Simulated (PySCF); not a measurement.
# C₃H₁₀N₂OSi: magnetic properties

What do calculations give for the magnetic properties of C₃H₁₀N₂OSi (`CN(C)[SiH2]NC=O`)?

Programs: PySCF 2.14.0, with routines of our own; each step states its level. All values are computed. Atoms count from 0.

### Step 1. The system as given

17 atoms, charge 0, multiplicity 1; geometry from: GFN2-xTB.

### Step 2. Magnetic properties: GIAO CAM-B3LYP/pcSseg-1

The job: settings as JSON, then the geometry in Å.

```
{"job": {"kind": "mag", "xc": "CAM-B3LYP", "basis": "pcSseg-1", "isotopologues": 2}, "charge": 0, "multiplicity": 1}
C     -1.138376    -1.438920    -0.104090
N     -0.927007    -0.009624    -0.130789
C     -2.172458     0.707915    -0.031092
Si     0.516345     0.719693     0.458946
N      1.780803    -0.153599    -0.393954
C      3.030592     0.263382    -0.164400
O      3.286600     1.157047     0.604545
H     -1.676739    -1.748727     0.799616
H     -0.186090    -1.961503    -0.128359
H     -1.732342    -1.741536    -0.971984
H     -2.676943     0.514084     0.922672
H     -2.841214     0.400205    -0.838594
H     -1.988865     1.774374    -0.111812
H      0.787782     0.569967     1.891123
H      0.491402     2.103009     0.002590
H      1.625241    -0.867957    -1.085327
H      3.814270    -0.275781    -0.729002
```

Method: GIAO CAM-B3LYP/pcSseg-1 magnetisability, rotational g tensor and spin-rotation constants, non-relativistic, gas phase.

On the command line:

```sh
$ OMP_NUM_THREADS=1 python excited_run.py task.json out
```

The driver reads the jobs from task.json and runs them one after another.

Standard output:

```text
coarse grid: 14296 points
cycle   1  E = -594.2081705933  dE =  1.091e+00  |g| = 8.906e-01  |ddm| = 3.540e+00
cycle   2  E = -593.9713092067  dE =  2.369e-01  |g| = 1.467e+00  |ddm| = 1.667e+00
cycle   3  E = -594.3623667954  dE = -3.911e-01  |g| = 1.506e-01  |ddm| = 1.114e+00
cycle   4  E = -594.3658945121  dE = -3.528e-03  |g| = 7.465e-02  |ddm| = 1.358e-01
cycle   5  E = -594.3669698383  dE = -1.075e-03  |g| = 8.754e-03  |ddm| = 5.373e-02
cycle   6  E = -594.3669873260  dE = -1.749e-05  |g| = 3.648e-03  |ddm| = 1.020e-02
cycle   7  E = -594.3669905920  dE = -3.266e-06  |g| = 1.222e-03  |ddm| = 4.346e-03
final grid: 132464 points
cycle   8  E = -594.4263318414  dE = -2.268e-05  |g| = 5.552e-03  |ddm| = 1.330e-02
cycle   9  E = -594.4263282067  dE =  3.635e-06  |g| = 7.302e-03  |ddm| = 7.805e-03
cycle  10  E = -594.4263381808  dE = -9.974e-06  |g| = 1.149e-03  |ddm| = 4.642e-03
cycle  11  E = -594.4263384272  dE = -2.464e-07  |g| = 1.829e-04  |ddm| = 7.670e-04
cycle  12  E = -594.4263384344  dE = -7.205e-09  |g| = 8.679e-05  |ddm| = 2.134e-04
cycle  13  E = -594.4263384360  dE = -1.601e-09  |g| = 2.200e-05  |ddm| = 7.189e-05
cycle  14  E = -594.4263384362  dE = -1.414e-10  |g| = 7.975e-06  |ddm| = 3.134e-05
converged SCF energy = -594.4263384362

Magnetisability tensor (1e-30 J/T^2)
    -1115.18       13.96       -4.04
       13.96    -1106.70       68.84
       -4.04       68.84    -1123.04
isotropic -1114.97   principal values   -1186.32  -1113.91  -1044.68
isotropic susceptibility -67.145 1e-6 cm^3/mol

Inertial axes            a          b          c
rot. const./GHz      5.5790     1.1349     0.9969
chi total           -66.814    -64.513    -70.109
chi diamagnetic    -342.617  -1166.860  -1321.818
chi paramagnetic    275.803   1102.347   1251.710
quadrupole/D A       -6.269      6.542     -0.273
g nuclear            0.6645     0.5706     0.5757
g electronic        -0.7229    -0.5877    -0.5862
g total             -0.0584    -0.0171    -0.0105

Spin-rotation constants (kHz, H = +C I.J)
atom  isotope        aa         bb         cc
  1    14N        0.179      0.035      0.036
  4    14N        0.260      0.141      0.079
  7     1H       -0.380     -0.120     -0.006
  8     1H       -0.074     -0.061     -0.112
  9     1H       -0.249     -0.093     -0.051
 10     1H       -0.435     -0.112     -0.001
 11     1H       -0.214     -0.089     -0.060
 12     1H       -0.462     -0.001     -0.089
 13     1H       -0.463     -0.093      0.044
 14     1H       -0.466      0.003     -0.045
 15     1H       -0.572      0.031     -0.107
 16     1H       -0.107      0.010     -0.068
  0    13C*       1.127      0.162      0.181
  3   29Si*      -3.150     -0.711     -0.614
  5    13C*       2.721      0.431      0.257
  6    17O*      -3.193     -0.605     -0.146
* in the singly substituted isotopologue

Isotopologues: g along a, b, c
2H    at 7,8,9,10,11,12    -0.0445    -0.0152    -0.0095
13C   at 0                 -0.0572    -0.0170    -0.0105
```

Wall time 65 s (1 thread of Arm Neoverse N1, shared host); peak memory 0.94 GiB.

From this job:

```
              quantity                      value
       magnetisability           -1115·10⁻³⁰ J/T²
  molar susceptibility         -67.1·10⁻⁶ cm³/mol
rotational g (a, b, c)  -0.0584, -0.0171, -0.0105
```

### Step 3. Magnetic properties: GIAO HF/def2-SVP in dimethylsulfoxide, grid 3

The job, as its differences from that of step 2:

```diff
@@ -1,2 +1,2 @@
-{"job": {"kind": "mag", "xc": "CAM-B3LYP", "basis": "pcSseg-1", "isotopologues": 2}, "charge": 0, "multiplicity": 1}
+{"job": {"kind": "mag", "xc": "HF", "basis": "def2-SVP", "grid": 3, "solvent": "dimethylsulfoxide"}, "charge": 0, "multiplicity": 1}
 C     -1.138376    -1.438920    -0.104090
```

With the program's defaults for keys left out, this is: GIAO HF/def2-SVP magnetisability, non-relativistic, IEF-PCM dimethylsulfoxide.

Standard output:

```text
final grid: 201504 points
cycle   1  E = -591.7113579521  dE =  1.359e+00  |g| = 7.638e-01  |ddm| = 3.932e+00
cycle   2  E = -591.8166890427  dE = -1.053e-01  |g| = 4.802e-01  |ddm| = 9.574e-01
cycle   3  E = -591.8591299345  dE = -4.244e-02  |g| = 7.893e-02  |ddm| = 3.868e-01
cycle   4  E = -591.8612803548  dE = -2.150e-03  |g| = 2.219e-02  |ddm| = 1.120e-01
cycle   5  E = -591.8614488941  dE = -1.685e-04  |g| = 6.379e-03  |ddm| = 3.158e-02
cycle   6  E = -591.8614829287  dE = -3.403e-05  |g| = 3.317e-03  |ddm| = 1.673e-02
cycle   7  E = -591.8614910647  dE = -8.136e-06  |g| = 1.159e-03  |ddm| = 8.573e-03
cycle   8  E = -591.8614921009  dE = -1.036e-06  |g| = 3.073e-04  |ddm| = 3.247e-03
cycle   9  E = -591.8614921615  dE = -6.060e-08  |g| = 7.724e-05  |ddm| = 7.182e-04
cycle  10  E = -591.8614921653  dE = -3.821e-09  |g| = 2.229e-05  |ddm| = 1.869e-04
cycle  11  E = -591.8614921657  dE = -3.536e-10  |g| = 5.707e-06  |ddm| = 5.866e-05
converged SCF energy = -591.8614921657

Magnetisability tensor (1e-30 J/T^2)
    -1149.25       17.06       -3.77
       17.06    -1159.73       72.69
       -3.77       72.69    -1167.42
isotropic -1158.80   principal values   -1238.72  -1148.52  -1089.15
isotropic susceptibility -69.785 1e-6 cm^3/mol

Inertial axes            a          b          c
rot. const./GHz      5.5790     1.1349     0.9969
chi total           -68.832    -67.539    -72.983
chi diamagnetic    -341.312  -1167.017  -1321.458
chi paramagnetic    272.479   1099.478   1248.475
quadrupole/D A       -7.632      7.662     -0.031
```

Wall time 18 s (1 thread of Arm Neoverse N1, shared host); peak memory 0.81 GiB.

From this job:

| quantity | value |
| --- | --- |
| magnetisability | -1159·10⁻³⁰ J/T² |
| molar susceptibility | -69.8·10⁻⁶ cm³/mol |

### Step 4. What came out

| quantity | value |
| --- | --- |
| magnetisability (step 2, GIAO CAM-B3LYP/pcSseg-1) | -1115·10⁻³⁰ J/T² |
| molar susceptibility (step 2, GIAO CAM-B3LYP/pcSseg-1) | -67.1·10⁻⁶ cm³/mol |
| rotational g (a, b, c) (step 2, GIAO CAM-B3LYP/pcSseg-1) | -0.0584, -0.0171, -0.0105 |

What this shows: The values above hold for this geometry and these levels alone. Vibrational averaging and real surroundings are missing from these values.
